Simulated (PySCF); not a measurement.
# C2H5BF2OS: geometry, spin-spin couplings

Aim: predict the spin-spin couplings of C2H5BF2OS (`CSBOC(F)F`).

Programs: PySCF 2.14.0, with density-fitted response routines of our own. Each step states its level of theory. These are calculated values for one molecule in the gas phase, unless marked as measured. Atoms count from 0, in the outputs and in this text.

## (1) The starting structure

12 atoms, charge 0, multiplicity 1; geometry from: GFN2-xTB. The atoms were then displaced at random by about 0.01 Å, so the start is not that level's minimum.

Bonds of the start (Å): C0–S1 1.85, S1–B2 1.78, B2–O3 1.35, O3–C4 1.38, C4–F5 1.33, C4–F6 1.34, C0–H7 1.06, C0–H8 1.07, C0–H9 1.07, B2–H10 1.17, C4–H11 1.11.

## (2) Geometry optimisation at PBE0-D3(BJ)/def2-SVP

Job settings and geometry (Å):

```
{"job": {"xc": "PBE0", "basis": "def2-SVP", "d3": "d3bj", "grid": 1, "shake": 0.01, "kind": "geom"}, "charge": 0, "multiplicity": 1}
C      2.221420    -0.074580     0.396040
S      1.297160     1.416490     0.998700
B     -0.392110     1.016860     0.623560
O     -0.579780    -0.188140     0.039860
C     -1.829530    -0.609880    -0.362290
F     -1.851670    -1.942560    -0.375460
F     -2.065390    -0.209850    -1.622660
H      1.957650    -0.897150     1.003750
H      1.924680    -0.226170    -0.621440
H      3.256790     0.168420     0.483220
H     -1.239080     1.767710     0.910560
H     -2.660450    -0.249420     0.281860
```

On the command line:

```bash
$ OMP_NUM_THREADS=1 python probes_run.py task.json out
```

This one command runs all jobs of the session in turn.

What it wrote:

```text
step   0  E = -776.30544986  max force = 0.035606
step   1  E = -776.31085033  max force = 0.005973
step   2  E = -776.31080335  max force = 0.008437
step   3  E = -776.31121312  max force = 0.002957
step   4  E = -776.31126751  max force = 0.000886
step   5  E = -776.31129759  max force = 0.000863
step   6  E = -776.31133657  max force = 0.002039
step   7  E = -776.31138392  max force = 0.002399
step   8  E = -776.31142200  max force = 0.001436
step   9  E = -776.31144865  max force = 0.000528
step  10  E = -776.31145289  max force = 0.000136
optimisation converged
```

Wall time 54 s (1 thread of Arm Neoverse V2, shared host); peak memory 0.52 GiB.

Relaxation path: (the energy doesn't fall at every step)

```csv
step,energy from step 0 (eV),largest force component (eV/Å)
0,0.0000,1.8309
1,-0.1470,0.3071
2,-0.1457,0.4338
3,-0.1568,0.1521
4,-0.1583,0.0456
5,-0.1591,0.0444
6,-0.1602,0.1048
7,-0.1615,0.1234
8,-0.1625,0.0738
9,-0.1632,0.0272
10,-0.1634,0.0070
```

Distances of close pairs at the start and the end, largest changes first:

```csv
bond,before (Å),after (Å),change (Å)
C0–H7,1.056,1.098,+0.042
B2–H10,1.168,1.208,+0.040
C0–S1,1.855,1.818,-0.037
C0–H9,1.067,1.097,+0.030
C0–H8,1.071,1.097,+0.026
O3–C4,1.379,1.363,-0.016
B2–O3,1.352,1.367,+0.015
C4–H11,1.111,1.104,-0.007
```

The end geometry stands in the next job.

```csv
at the end point,value
point group (found at 0.08 Å tolerance),C1
"rotational constants (GHz, main isotopes)","4.902, 0.954, 0.920"
dipole moment (D),0.62
```

## (3) Spin-spin couplings: B3LYP/cc-pVTZ

Job settings and geometry (Å):

```
{"job": {"kind": "j", "xc": "B3LYP", "basis": "cc-pVTZ"}, "charge": 0, "multiplicity": 1}
C      2.248985    -0.019446     0.472824
S      1.259412     1.333316     1.177006
B     -0.395335     0.905401     0.686155
O     -0.623825    -0.221223    -0.054080
C     -1.868290    -0.567461    -0.490222
F     -2.053270    -1.867584    -0.249751
F     -1.935252    -0.383262    -1.814238
H      2.056355    -0.956903     1.010533
H      2.017448    -0.155875    -0.590881
H      3.304338     0.257240     0.589252
H     -1.302505     1.628727     1.021571
H     -2.666967     0.017975    -0.001366
```

Level: B3LYP/cc-pVTZ indirect spin-spin coupling, non-relativistic, gas phase.

What it wrote:

```text
coarse grid: 11240 points
cycle   1  E = -777.2899099667  dE =  9.348e-01  |g| = 9.634e-01  |ddm| = 6.895e+00
cycle   2  E = -777.0831183418  dE =  2.068e-01  |g| = 1.514e+00  |ddm| = 2.664e+00
cycle   3  E = -777.4362994806  dE = -3.532e-01  |g| = 9.136e-02  |ddm| = 1.622e+00
cycle   4  E = -777.4372631931  dE = -9.637e-04  |g| = 7.067e-02  |ddm| = 1.877e-01
cycle   5  E = -777.4381358685  dE = -8.727e-04  |g| = 1.352e-02  |ddm| = 8.492e-02
cycle   6  E = -777.4381686543  dE = -3.279e-05  |g| = 2.778e-03  |ddm| = 2.038e-02
cycle   7  E = -777.4381701228  dE = -1.469e-06  |g| = 7.484e-04  |ddm| = 4.675e-03
final grid: 106648 points
cycle   8  E = -777.4345959375  dE = -8.559e-05  |g| = 7.096e-03  |ddm| = 8.527e-02
cycle   9  E = -777.4345873669  dE =  8.571e-06  |g| = 1.024e-02  |ddm| = 1.974e-02
cycle  10  E = -777.4346035266  dE = -1.616e-05  |g| = 7.017e-04  |ddm| = 1.146e-02
cycle  11  E = -777.4346035900  dE = -6.339e-08  |g| = 4.456e-04  |ddm| = 1.295e-03
cycle  12  E = -777.4346036237  dE = -3.364e-08  |g| = 8.702e-05  |ddm| = 5.414e-04
cycle  13  E = -777.4346036252  dE = -1.545e-09  |g| = 1.771e-05  |ddm| = 1.379e-04
cycle  14  E = -777.4346036253  dE = -7.253e-11  |g| = 4.918e-06  |ddm| = 3.046e-05
converged SCF energy = -777.4346036253

Indirect spin-spin couplings (Hz)
  i      j    bonds     total        FC       PSO       DSO        SD
  0 C    1 S    1    -12.830   -14.542     1.683     0.030         -
  0 C    2 B    2     -0.950    -0.749    -0.148    -0.005    -0.048
  0 C    3 O    3     -3.985    -4.072     0.129    -0.042         -
  0 C    7 H    1    134.553   132.885     0.985     0.683         -
  0 C    8 H    1    135.473   133.844     0.926     0.703         -
  0 C    9 H    1    130.396   128.669     1.082     0.645         -
  0 C   10 H    3      4.230     4.432     0.174    -0.377         -
  0 C   11 H    5      0.205     0.252     0.190    -0.237         -
  1 S    2 B    1     -4.568     0.216    -5.144     0.051     0.308
  1 S    4 C    3      0.565     0.456     0.123    -0.014         -
  1 S    6 F    4     -0.283     0.134    -0.250    -0.051    -0.116
  1 S    7 H    2      0.563     0.346     0.272    -0.055         -
  1 S    8 H    2      0.203    -0.058     0.315    -0.053         -
  1 S    9 H    2      6.370     5.991     0.428    -0.049         -
  1 S   10 H    2     15.833    16.559    -0.695    -0.031         -
  2 B    3 O    1     -4.592    -9.650     5.225    -0.177     0.011
  2 B    4 C    2      5.419     5.654    -0.234     0.005    -0.006
  2 B    5 F    3      8.469     8.546     0.725    -0.431    -0.372
  2 B    6 F    3      3.984     3.448     1.247    -0.282    -0.429
  2 B    7 H    3      0.784     0.967    -0.125    -0.029    -0.030
  2 B    8 H    3      2.443     2.624    -0.234     0.094    -0.042
  2 B    9 H    3      5.899     6.161     0.303    -0.576     0.012
  2 B   10 H    1    161.464   160.809    -1.071     1.214     0.513
  2 B   11 H    3      2.111     2.193    -0.350     0.288    -0.018
  3 O    4 C    1     16.136    12.741     3.605    -0.210         -
  3 O    5 F    2    -34.984   -35.265     2.668    -0.010    -2.377
  3 O    6 F    2    -23.093   -22.930     2.661    -0.001    -2.823
  3 O    8 H    4     -0.258    -0.189     0.194    -0.262         -
  3 O    9 H    4     -0.428    -0.493    -0.051     0.115         -
  3 O   10 H    2      0.693    -0.054     0.697     0.049         -
  3 O   11 H    2     -2.386    -2.939     0.477     0.076         -
  4 C    5 F    1   -301.317  -284.824   -26.467     1.194     8.780
  4 C    6 F    1   -307.548  -291.786   -25.929     1.198     8.969
  4 C   10 H    3      8.005     8.012    -0.268     0.261         -
  4 C   11 H    1    198.646   197.840    -0.894     1.700         -
  5 F    6 F    2     85.609    33.221     0.395    -0.645    52.638
  5 F   10 H    4     -0.627    -0.447     0.868    -0.931    -0.117
  5 F   11 H    2     63.775    68.908    -0.906    -0.953    -3.274
  6 F    9 H    6     -0.178     0.025     0.532    -0.718    -0.017
  6 F   10 H    4     -0.271    -0.100     0.632    -0.513    -0.291
  6 F   11 H    2     63.402    68.779    -1.103    -0.909    -3.365
  7 H    8 H    2    -10.032   -10.243     2.468    -2.257         -
  7 H    9 H    2    -10.645   -10.837     2.658    -2.467         -
  7 H   10 H    4     -1.373    -0.970     0.778    -1.181         -
  8 H    9 H    2    -10.760   -10.947     2.627    -2.439         -
  8 H   10 H    4     -1.159    -0.777     0.766    -1.148         -
  9 H   10 H    4      0.656     1.223     1.062    -1.629         -
```

It took 50 s on 1 thread of Arm Neoverse V2, shared host; peak memory 1.1 GiB.

This basis has no tight s functions, so the Fermi-contact terms are rough.

A choice of the couplings up to four bonds, sorted by the number of bonds, with means over like pairs; isotopes 11B, 13C, 19F, 1H, 17O, 33S:

```csv
pair,bonds,J (Hz),Fermi contact (Hz),dihedral (°)
C4–F5,1,-304.4,-288.3,–
C4–H11,1,198.6,197.8,–
B2–H10,1,161.5,160.8,–
C0–H7,1,133.5,131.8,–
O3–C4,1,16.1,12.7,–
C0–S1,1,-12.8,-14.5,–
B2–O3,1,-4.6,-9.7,–
S1–B2,1,-4.6,0.2,–
F5–F6,2,85.6,33.2,–
F5–H11,2,63.6,68.8,–
O3–F5,2,-29.0,-29.1,–
S1–H10,2,15.8,16.6,–
H7–H8,2,-10.5,-10.7,–
B2–C4,2,5.4,5.7,–
O3–H11,2,-2.4,-2.9,–
S1–H7,2,2.4,2.1,–
C4–H10,3,8.0,8.0,2
B2–F5,3,6.2,6.0,–
C0–H10,3,4.2,4.4,180
C0–O3,3,-4.0,-4.1,0
B2–H7,3,3.0,3.3,–
B2–H11,3,2.1,2.2,-13
```

The spin-dipole term was solved for some atoms only; pairs without it lack that part.

The response was solved for the nuclei of B, C, F, H alone, so couplings that need other nuclei can be missing.

Quadrupole couplings from the field gradients of the same density:

| atom | isotope | eQq/h (MHz) | η |
| --- | --- | --- | --- |
| S1 | 33S | -29.3 | 0.45 |
| O3 | 17O | -8.598 | 0.06 |
| B2 | 11B | 3.427 | 0.39 |

## (4) Spin-spin couplings: B3LYP/6-31G*

Same as in step 3 but for these lines:

```diff
@@ -1,2 +1,2 @@
-{"job": {"kind": "j", "xc": "B3LYP", "basis": "cc-pVTZ"}, "charge": 0, "multiplicity": 1}
+{"job": {"kind": "j", "xc": "B3LYP", "basis": "6-31G*"}, "charge": 0, "multiplicity": 1}
 C      2.248985    -0.019446     0.472824
```

Method: B3LYP/6-31G* indirect spin-spin coupling, non-relativistic, gas phase.

What it wrote:

```text
coarse grid: 11240 points
cycle   1  E = -777.1253299470  dE =  9.447e-01  |g| = 9.361e-01  |ddm| = 3.300e+00
cycle   2  E = -776.9381010055  dE =  1.872e-01  |g| = 1.422e+00  |ddm| = 1.484e+00
cycle   3  E = -777.2782926471  dE = -3.402e-01  |g| = 7.580e-02  |ddm| = 9.256e-01
cycle   4  E = -777.2791071942  dE = -8.145e-04  |g| = 5.431e-02  |ddm| = 1.227e-01
cycle   5  E = -777.2796678449  dE = -5.607e-04  |g| = 1.078e-02  |ddm| = 4.637e-02
cycle   6  E = -777.2796927159  dE = -2.487e-05  |g| = 1.847e-03  |ddm| = 1.292e-02
cycle   7  E = -777.2796936057  dE = -8.898e-07  |g| = 4.490e-04  |ddm| = 2.559e-03
final grid: 106648 points
cycle   8  E = -777.2336309762  dE = -1.607e-05  |g| = 6.549e-03  |ddm| = 1.553e-02
cycle   9  E = -777.2336229990  dE =  7.977e-06  |g| = 9.398e-03  |ddm| = 1.062e-02
cycle  10  E = -777.2336390273  dE = -1.603e-05  |g| = 6.340e-04  |ddm| = 6.320e-03
cycle  11  E = -777.2336391111  dE = -8.377e-08  |g| = 2.267e-04  |ddm| = 7.232e-04
cycle  12  E = -777.2336391204  dE = -9.316e-09  |g| = 4.750e-05  |ddm| = 1.962e-04
cycle  13  E = -777.2336391209  dE = -5.268e-10  |g| = 1.281e-05  |ddm| = 6.408e-05
converged SCF energy = -777.2336391209

Indirect spin-spin couplings (Hz)
  i      j    bonds     total        FC       PSO       DSO        SD
  0 C    1 S    1     -6.627    -8.217     1.559     0.031         -
  0 C    2 B    2     -1.278    -1.129    -0.099    -0.005    -0.046
  0 C    3 O    3     -3.128    -3.195     0.108    -0.041         -
  0 C    7 H    1    153.843   152.463     0.638     0.741         -
  0 C    8 H    1    154.493   153.132     0.600     0.761         -
  0 C    9 H    1    150.644   149.200     0.739     0.704         -
  0 C   10 H    3      4.531     4.775     0.128    -0.372         -
  1 S    2 B    1     -3.274     1.088    -4.707     0.052     0.293
  1 S    4 C    3      0.618     0.532     0.100    -0.014         -
  1 S    6 F    4     -0.275     0.138    -0.241    -0.050    -0.121
  1 S    7 H    2     -0.011    -0.188     0.230    -0.052         -
  1 S    8 H    2     -0.267    -0.487     0.271    -0.051         -
  1 S    9 H    2      4.942     4.608     0.380    -0.046         -
  1 S   10 H    2     12.776    13.523    -0.718    -0.028         -
  2 B    3 O    1    -16.105   -20.422     4.480    -0.183     0.019
  2 B    4 C    2      4.109     4.313    -0.202     0.005    -0.007
  2 B    5 F    3      9.229     9.407     0.583    -0.417    -0.343
  2 B    6 F    3      3.994     3.589     1.078    -0.269    -0.405
  2 B    7 H    3      1.567     1.750    -0.131    -0.024    -0.028
  2 B    8 H    3      2.946     3.097    -0.214     0.098    -0.035
  2 B    9 H    3      5.728     6.103     0.189    -0.570     0.007
  2 B   10 H    1    175.586   175.095    -1.182     1.278     0.394
  2 B   11 H    3      2.335     2.365    -0.303     0.293    -0.020
  3 O    4 C    1      1.809    -0.963     2.989    -0.217         -
  3 O    5 F    2    -38.794   -38.040     1.580    -0.027    -2.307
  3 O    6 F    2    -29.375   -28.367     1.700    -0.019    -2.689
  3 O    7 H    4     -0.237    -0.200     0.126    -0.164         -
  3 O    8 H    4     -0.396    -0.323     0.182    -0.255         -
  3 O    9 H    4     -0.341    -0.447    -0.009     0.116         -
  3 O   10 H    2     -0.003    -0.751     0.714     0.035         -
  3 O   11 H    2     -4.063    -4.581     0.461     0.056         -
  4 C    5 F    1   -235.576  -221.159   -22.314     1.304     6.593
  4 C    6 F    1   -246.959  -233.133   -21.872     1.305     6.741
  4 C   10 H    3      6.338     6.284    -0.210     0.264         -
  4 C   11 H    1    214.637   213.607    -0.721     1.751         -
  5 F    6 F    2    176.925   112.227    13.157    -0.450    51.990
  5 F    9 H    6     -0.347     0.048     0.352    -0.734    -0.013
  5 F   10 H    4     -0.980    -0.555     0.573    -0.886    -0.111
  5 F   11 H    2     71.793    77.032    -1.774    -0.771    -2.694
  6 F    9 H    6     -0.368     0.033     0.318    -0.705    -0.014
  6 F   10 H    4     -0.579    -0.292     0.446    -0.471    -0.262
  6 F   11 H    2     75.364    80.787    -1.931    -0.729    -2.763
  7 H    8 H    2    -14.237   -13.424     1.321    -2.134         -
  7 H    9 H    2    -14.462   -13.564     1.445    -2.343         -
  7 H   10 H    4     -1.697    -1.026     0.492    -1.162         -
  7 H   11 H    6     -0.264     0.034     0.504    -0.803         -
  8 H    9 H    2    -14.583   -13.673     1.406    -2.316         -
  8 H   10 H    4     -1.497    -0.860     0.492    -1.129         -
  8 H   11 H    6     -0.304     0.013     0.622    -0.938         -
  9 H   10 H    4      0.288     1.201     0.698    -1.611         -
  9 H   11 H    6     -0.376     0.131     0.628    -1.135         -
 10 H   11 H    4      0.348    -0.480    -1.340     2.167         -
```

It took 12 s on 1 thread of Arm Neoverse V2, shared host; peak memory 0.65 GiB.

This basis has no tight s functions, so the Fermi-contact terms are rough.

This run: J(C4,F5) -241.3 Hz, J(C4,H11) 214.6 Hz, J(F5,F6) 176.9 Hz (means over like pairs).

## (5) Run by run: spin-spin couplings

Couplings (Hz), each a mean over the pairs like the one named, with basis size and wall time:

```csv
run,C4–F5,C4–H11,B2–H10,C0–H7,F5–F6,F5–H11,O3–F5,functions,time
B3LYP/cc-pVTZ,-304.4,198.6,161.5,133.5,85.6,63.6,-29.0,284,50 s
B3LYP/6-31G*,-241.3,214.6,175.6,153.0,176.9,73.6,-34.1,112,12 s
```

## (6) Outcome

| quantity | value |
| --- | --- |
| point group | C1 |
| rotational constants (main isotopes) | 4.90, 0.95, 0.92 GHz |
| largest coupling of the table (B3LYP/cc-pVTZ) | 1J(C,F) C4–F5, -304.4 Hz |
| range of J(C4,F5), mean over like pairs | -304.4 to -241.3 Hz |

What this shows: The optimisation took 10 steps and gained 0.163 eV; among the close pairs (by a distance rule), C0–H7 changed most, from 1.056 to 1.098 Å. Of the pairs tabulated at B3LYP/cc-pVTZ, C4–F5 (mean over like pairs) couples most strongly (-304.4 Hz; Fermi contact -288.3 Hz). Couplings across rotatable bonds belong to this one conformer; where others are populated, the observed values are averages. Density functionals describe couplings to fluorine poorly, F–F couplings above all, so those rows are rough. The coupling C4–F5, as a mean over pairs of its kind, runs from -304.4 Hz (B3LYP/cc-pVTZ) to -241.3 Hz (B3LYP/6-31G*). Couplings from bases without tight functions are rough.
